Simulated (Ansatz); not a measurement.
**C₄H₁₂Sn: one species, many methods**

One table from this session's results is given with a row withheld; the runs are named, their logs left out.

Computed with Ansatz 0.2.0, Gaussian basis. Level: functionals in def2-TZVPP, the program's frozen cores in correlated methods.

Levels to be run: LDA (SPW92), PBE-D4, revPBE-D4, BLYP-D4, r2SCAN-D4, B97M-V, PBE0-D4, B3LYP-D4, r2SCANh-D4, r2SCAN0-D4, HSE06-D4, BHLYP-D4, CAM-B3LYP-D4, LC-ωPBE, ωB97X-V, ωB97M-V, B2PLYP, PBE-QIDH; CCSD(T)/def2-SVP; MP2/def2-TZVPP; MP2/def2-QZVPP; RPA on PBE.

### Structure used throughout

The geometry comes from an earlier relaxation with PBE0-D4 in a triple-zeta def2 set; it is a stationary point, not always the lowest conformer. Sn takes the def2 core potential; no spin-orbit term is included.

SMILES `C[C](C)(C)[SnH3]`, 17 atoms, charge 0, spin multiplicity 1.

Atoms are counted from 1 here; the program's logs count them from 0.

Bond lengths: C1–C2 1.523 Å, C1–H6 1.094 Å, C1–H7 1.098 Å, C1–H8 1.094 Å, C2–C3 1.523 Å, C2–C4 1.523 Å, C2–Sn5 2.175 Å, C3–H9 1.094 Å, C3–H10 1.098 Å, C3–H11 1.094 Å, C4–H12 1.094 Å, C4–H13 1.098 Å, C4–H14 1.094 Å, Sn5–H15 1.713 Å, Sn5–H16 1.713 Å, Sn5–H17 1.713 Å. Angles: C2–C1–H6 112.0°, C2–C1–H7 109.9°, C2–C1–H8 112.1°, H6–C1–H7 107.3°, H6–C1–H8 108.0°, H7–C1–H8 107.3°, C1–C2–C3 110.1°, C1–C2–C4 110.1°, C1–C2–Sn5 108.8°, C3–C2–C4 110.1°, C3–C2–Sn5 108.8°, C4–C2–Sn5 108.9°, C2–C3–H9 112.0°, C2–C3–H10 109.9°, C2–C3–H11 112.1°, H9–C3–H10 107.3°, H9–C3–H11 108.0°, H10–C3–H11 107.3° and more.

As a file:

```xyz
17
C4H12Sn
C     0.6807    1.1123   -0.9158
C     0.0644   -0.0623   -0.1679
C     1.1152   -1.1377    0.0732
C    -1.0987   -0.6374   -0.9651
Sn   -0.6768    0.6391    1.7532
H     1.5214    1.5504   -0.3707
H     1.0617    0.7776   -1.8902
H    -0.0478    1.9054   -1.1064
H     0.7060   -1.9986    0.6094
H     1.5026   -1.5047   -0.8869
H     1.9673   -0.7586    0.6443
H    -1.5661   -1.4850   -0.4560
H    -0.7430   -0.9974   -1.9399
H    -1.8738    0.1097   -1.1572
H    -1.8739    1.8409    1.5168
H    -1.3639   -0.6622    2.6292
H     0.6057    1.3078    2.6703
```

The first run:

Input file in.yaml:

```yaml
crystal:
  periodic: [false, false, false]
  atoms:
    - {symbol: C, position_ang: [0.680663, 1.112257, -0.915847]}
    - {symbol: C, position_ang: [0.064380, -0.062297, -0.167865]}
    - {symbol: C, position_ang: [1.115151, -1.137717, 0.073176]}
    - {symbol: C, position_ang: [-1.098658, -0.637358, -0.965061]}
    - {symbol: Sn, position_ang: [-0.676845, 0.639136, 1.753222]}
    - {symbol: H, position_ang: [1.521421, 1.550405, -0.370730]}
    - {symbol: H, position_ang: [1.061659, 0.777646, -1.890204]}
    - {symbol: H, position_ang: [-0.047765, 1.905436, -1.106373]}
    - {symbol: H, position_ang: [0.706045, -1.998592, 0.609383]}
    - {symbol: H, position_ang: [1.502601, -1.504676, -0.886890]}
    - {symbol: H, position_ang: [1.967267, -0.758585, 0.644309]}
    - {symbol: H, position_ang: [-1.566079, -1.484959, -0.456020]}
    - {symbol: H, position_ang: [-0.742984, -0.997448, -1.939913]}
    - {symbol: H, position_ang: [-1.873849, 0.109743, -1.157221]}
    - {symbol: H, position_ang: [-1.873884, 1.840868, 1.516830]}
    - {symbol: H, position_ang: [-1.363941, -0.662154, 2.629250]}
    - {symbol: H, position_ang: [0.605718, 1.307796, 2.670255]}
basis:
  gaussian: {orbitals: def2-TZVPP}
hamiltonian: {xc: lda}
output: {orbitals: {seedname: orbitals}}
```

Command:

```console
$ ansatz run in.yaml --threads 4 --pin off --events-out ev --progress --plain --max-ram 11315MiB
```

Steps of the session up to this table: LDA; PBE-D4 (GGA); revPBE-D4 (GGA); BLYP-D4 (GGA); r2SCAN-D4 (meta-GGA); B97M-V (meta-GGA); PBE0-D4 (hybrid); B3LYP-D4 (hybrid); r2SCANh-D4 (hybrid); r2SCAN0-D4 (hybrid); HSE06-D4 (hybrid); BHLYP-D4 (hybrid); CAM-B3LYP-D4 (range-separated); LC-ωPBE (range-separated); ωB97X-V (range-separated); ωB97M-V (range-separated); B2PLYP (double hybrid); PBE-QIDH (double hybrid).

One table of the session follows, with a row left open; its other results are not shown here.

It belongs to the step «Frontier levels by functional». 

| functional | HOMO (eV) | LUMO (eV) | gap (eV) |
| --- | --- | --- | --- |
| LDA (SPW92) | -6.28 | -0.65 | 5.63 |
| PBE-D4 | -6.17 | -0.41 | 5.76 |
| revPBE-D4 | -6.12 | -0.30 | 5.82 |
| BLYP-D4 | ? | ? | ? |
| r2SCAN-D4 | -6.35 | -0.02 | 6.34 |
| B97M-V | -6.46 | -0.34 | 6.12 |
| PBE0-D4 | -7.24 | 0.34 | 7.59 |
| B3LYP-D4 | -7.08 | 0.11 | 7.19 |
| r2SCANh-D4 | -6.76 | 0.24 | 7.00 |
| r2SCAN0-D4 | -7.37 | 0.60 | 7.97 |
| HSE06-D4 | -6.85 | -0.02 | 6.84 |
| BHLYP-D4 | -8.26 | 1.02 | 9.28 |
| CAM-B3LYP-D4 | -8.52 | 1.16 | 9.68 |
| LC-ωPBE | -9.76 | 2.22 | 11.98 |
| ωB97X-V | -9.46 | 2.08 | 11.55 |
| ωB97M-V | -9.35 | 1.72 | 11.06 |

Q: Estimate the row for BLYP-D4 from the others.

Worked estimate for «HOMO (eV)». Against the share of exact exchange, B3LYP-D4 (0.2, -7.08), BHLYP-D4 (0.5, -8.26) give a slope of -3.93 per unit share; at 0 the line stands at -6.29.

The run gave: HOMO (eV): -6.06; LUMO (eV): -0.34; gap (eV): 5.73. In «HOMO (eV)» the line misses by -0.23.
